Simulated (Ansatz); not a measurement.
# C₂H₁₀GeOSi: vertical ionisation energy

The task here is to estimate one member of a computed series from the others.

Computed with Ansatz 0.2.0, Gaussian basis. Level: unrestricted cation, the program's frozen cores in correlated methods.

Plan: UKS PBE-D4/def2-TZVPP; UKS r2SCAN-D4/def2-TZVPP; UKS PBE0-D4/def2-TZVPP; UKS B3LYP-D4/def2-TZVPP; UKS wB97X-V/def2-TZVPP; UKS wB97M-V/def2-TZVPP; UKS B2PLYP/def2-TZVPP; UHF-CCSD(T)/def2-TZVPP; UHF-MP2/def2-QZVPP; extrapolation to the limit; then −ε(HOMO) from the neutral's earlier runs with LDA (SPW92), PBE-D4, revPBE-D4, BLYP-D4, r2SCAN-D4, B97M-V, PBE0-D4, B3LYP-D4, r2SCANh-D4, r2SCAN0-D4, HSE06-D4, BHLYP-D4, CAM-B3LYP-D4, LC-ωPBE, ωB97X-V, ωB97M-V.

## The geometry

All runs share one geometry, relaxed beforehand with PBE0-D4 in a triple-zeta def2 set.

SMILES `C[O][GeH]([CH3])[SiH3]`, 15 atoms, charge 0, spin multiplicity 1.

Atoms are counted from 1 here; the program's logs count them from 0.

Bond lengths: C1–O2 1.403 Å, C1–H6 1.099 Å, C1–H7 1.093 Å, C1–H8 1.099 Å, O2–Ge3 1.791 Å, Ge3–C4 1.943 Å, Ge3–Si5 2.395 Å, Ge3–H9 1.551 Å, C4–H10 1.091 Å, C4–H11 1.090 Å, C4–H12 1.091 Å, Si5–H13 1.488 Å, Si5–H14 1.489 Å, Si5–H15 1.487 Å. Angles: O2–C1–H6 112.2°, O2–C1–H7 108.2°, O2–C1–H8 112.4°, H6–C1–H7 108.0°, H6–C1–H8 107.9°, H7–C1–H8 107.9°, C1–O2–Ge3 118.6°, O2–Ge3–C4 104.0°, O2–Ge3–Si5 109.4°, O2–Ge3–H9 107.1°, C4–Ge3–Si5 113.7°, C4–Ge3–H9 111.7°, Si5–Ge3–H9 110.5°, Ge3–C4–H10 110.6°, Ge3–C4–H11 109.9°, Ge3–C4–H12 109.4°, H10–C4–H11 109.0°, H10–C4–H12 109.0° and more.

Set-up of the first run:

in.yaml

```yaml
crystal:
  periodic: [false, false, false]
  atoms:
    - {symbol: C, position_ang: [-0.740172, 2.247306, 0.147982]}
    - {symbol: O, position_ang: [-0.962052, 1.017363, -0.490477]}
    - {symbol: Ge, position_ang: [0.357347, -0.193996, -0.500745]}
    - {symbol: C, position_ang: [-0.297438, -1.592954, -1.679816]}
    - {symbol: Si, position_ang: [0.771244, -0.936166, 1.738304]}
    - {symbol: H, position_ang: [0.121539, 2.784467, -0.272202]}
    - {symbol: H, position_ang: [-1.627685, 2.869895, 0.008228]}
    - {symbol: H, position_ang: [-0.574063, 2.134463, 1.228429]}
    - {symbol: H, position_ang: [1.613708, 0.504470, -1.083057]}
    - {symbol: H, position_ang: [0.449061, -2.380701, -1.791855]}
    - {symbol: H, position_ang: [-1.210426, -2.025687, -1.270090]}
    - {symbol: H, position_ang: [-0.515798, -1.167755, -2.660049]}
    - {symbol: H, position_ang: [1.133862, 0.202855, 2.623670]}
    - {symbol: H, position_ang: [1.897362, -1.909945, 1.742107]}
    - {symbol: H, position_ang: [-0.438186, -1.604414, 2.288871]}
basis:
  gaussian: {orbitals: def2-TZVPP}
total_charge: 1
magnetization: {spin_polarized: true, initial_magnetization: 1}
hamiltonian: {xc: pbe, dispersion: d4}
```

Started as:

```
ansatz run in.yaml --threads 2 --pin off --events-out ev --progress --plain --max-ram 32768MiB --backend cpu
```

Steps of the session up to this table: Cation, UKS PBE-D4/def2-TZVPP; Cation, UKS r2SCAN-D4/def2-TZVPP; Cation, UKS PBE0-D4/def2-TZVPP; Cation, UKS B3LYP-D4/def2-TZVPP; Cation, UKS wB97X-V/def2-TZVPP; Cation, UKS wB97M-V/def2-TZVPP; Cation, UKS B2PLYP (frozen core)/def2-TZVPP; Cation, UHF-CCSD(T)/def2-TZVPP; Cation, UHF-MP2/def2-QZVPP.

One table of the session follows, with a row left open; its other results are not shown here.

Orbital estimates, from the neutral's runs:

| functional | −ε(HOMO) (eV) |
| --- | --- |
| LDA (SPW92) | 6.00 |
| PBE-D4 | 5.89 |
| revPBE-D4 | 5.85 |
| BLYP-D4 | 5.79 |
| r2SCAN-D4 | 6.19 |
| B97M-V | 6.37 |
| PBE0-D4 | 7.28 |
| B3LYP-D4 | 7.07 |
| r2SCANh-D4 | 6.71 |
| r2SCAN0-D4 | 7.48 |
| HSE06-D4 | 6.89 |
| BHLYP-D4 | 8.52 |
| CAM-B3LYP-D4 | 8.61 |
| LC-ωPBE | 9.89 |
| ωB97X-V | 9.60 |
| ωB97M-V | ? |

**Question.** Estimate the row for ωB97M-V.

The run gave: −ε(HOMO) (eV): 9.46. In the column «−ε(HOMO) (eV)» it lies between CAM-B3LYP-D4 (8.61) and ωB97X-V (9.60).
